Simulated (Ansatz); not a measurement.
This script makes a comparison of norm-conserving and PAW potentials of BaAlGe, space group P-6m2 with the Python package of Ansatz (0.2.0).

`nc_paw.py`:
```python
'''Two kinds of potentials on BaAlGe.'''

import ansatz
import numpy as np
import pandas as pd


def count_gap(report):
    # lowest empty less highest filled band, counting bands; zero where they overlap
    return max(report.get('gap_by_band_count_ev') or 0.0, 0.0)

cell = (
    ansatz.Lattice.from_parameters(4.35262, 4.35262, 5.22777, alpha=90, beta=90, gamma=120)
    .space_group(187)
    .atom('Ba', (0.0, 0.0, 0.0))
    .atom('Al', (2 / 3, 1 / 3, 0.5))
    .atom('Ge', (1 / 3, 2 / 3, 0.5))
)

job = cell.calculation()
job = job.functional(ansatz.Functional.LDA)
job = job.kpoints(density=3.4)
job = job.occupations('methfessel_paxton', width=0.1)
job = job.scf(max_iterations=100, algorithm='direct_min')
job = job.stress().forces()
job = job.band_table()
variants = {
    'PAW': job.pseudopotentials('paw'),
    'norm-conserving': job.pseudopotentials('nc'),
}
# totals differ by the cores that each treatment holds, so compare what does not depend on them
rows = []
for label, variant in variants.items():
    rep = variant.run().report
    levels = np.array(rep['eigenvalues_ev'][0]) - rep['fermi_energy_ev']
    print(label, 'levels at the first k-point near E_F:', np.round(levels[np.abs(levels) < 5], 3))
    rows.append((label, rep['n_electrons'], np.trace(rep['stress_gpa']) / 3, float(np.abs(rep['forces_ev_ang']).max()), count_gap(rep)))
print(pd.DataFrame(rows, columns=['treatment', 'electrons in bands', 'P GPa', 'max force component eV/A', 'gap by band count eV']).round(4).to_string(index=False))
```

How well do the two treatments of the cores agree on the pressure?

PAW gives -3.079 GPa and norm-conserving -3.172 GPa, 0.09 GPa apart. They took 8.6 and 30.5 s of processor time.

What the script printed:

```console
$ python nc_paw.py
DeckWarning: basis.ecutwfc = 420 eV, auto-derived from the records' recommended cutoffs: set by Ba (normal level)
PAW levels at the first k-point near E_F: [-1.358 -0.993 -0.993 -0.587  0.326  2.824  2.824  3.89 ]
DeckWarning: basis.ecutwfc = 1061.244064 eV, auto-derived from the records' recommended cutoffs: set by Ge (normal level)
norm-conserving levels at the first k-point near E_F: [-1.361 -0.996 -0.996 -0.589  0.32   2.828  2.828  3.89 ]
      treatment  electrons in bands   P GPa  max force component eV/A  gap by band count eV
            PAW                27.0 -3.0786                       0.0                   0.0
norm-conserving                27.0 -3.1716                       0.0                   0.0
```
(Warnings from the package without file and line.)

Notes:
- These settings explore the input space; cutoff and mesh may be short of convergence.
- The computed bands are complete only to about 2.4 eV above the Fermi level.
- For a metal this k-point mesh is coarse: on a finer one energies can move by several to tens of meV an atom and pressures by half a GPa or more, differences at one mesh by less.
- A gap by band count of zero or less means overlapping bands, a metal, and at an odd count of electrons it is no gap at all.
- This cell is a computed structure, which may not be the phase found in nature.
- Levels are Kohn-Sham eigenvalues on this mesh, without spin-orbit coupling.
- Stress is positive in compression.
- Hardware and time: 41 s on 1 thread of Intel(R) Xeon(R) Processor @ 2.30GHz, with other jobs on the host, peak memory 0.72 GiB.
